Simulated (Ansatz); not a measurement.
# CsTi in Ansatz: convergence with scf exx energy threshold

CsTi:

```xyz
2
Lattice="0.0000 3.0096 3.0096 3.0096 0.0000 3.0096 3.0096 3.0096 0.0000" Properties=species:S:1:pos:R:3 pbc="T T T"
Cs    0.0000    0.0000    0.0000
Ti    3.0096    3.0096    3.0096
```

The cell was built by a generator and needn't be a form met in nature.

| Property | Result |
| --- | --- |
| Program | Ansatz 0.2.0 |
| Task | convergence study |
| Functional | PBE0 |
| Potentials or basis | JTH PAW |
| Cutoff | 1230 eV (not typed: the program's choice for these potentials) |
| k mesh | 4 × 4 × 4 |
| Occupations | fermi-dirac, width 0.05 eV |
| Spin | no spin polarisation |

These are the settings of the first run; the series varies scf exx energy threshold, with any setting tied to it.

Hardware: 2 threads of Arm Neoverse V1 (shared host).

```tsv
scf exx energy threshold	energy less the tightest run, at zero smearing (meV/atom)	SCF cycles	CPU time (s)	peak memory (GiB)
0.01	0.00	62	190	3.1
0.001	0.00	64	200	3.1
0.0001	0.00	64	200	3.1
1e-05	0.00	65	200	3.1
1e-06	0.00	70	190	3.1
1e-07	0.00	82	200	3.1
```

Against the tightest run, the energy stays within 1 meV/atom from 0.01 on. The tightest run that finished is the yardstick and may itself not be fully converged.

Caveat, for the tightest run too: the k mesh is coarse (spacing up to 0.45 Å⁻¹), so the values aren't converged, least of all with exact exchange. The run has no spin-orbit coupling, so splittings on Cs are missing.
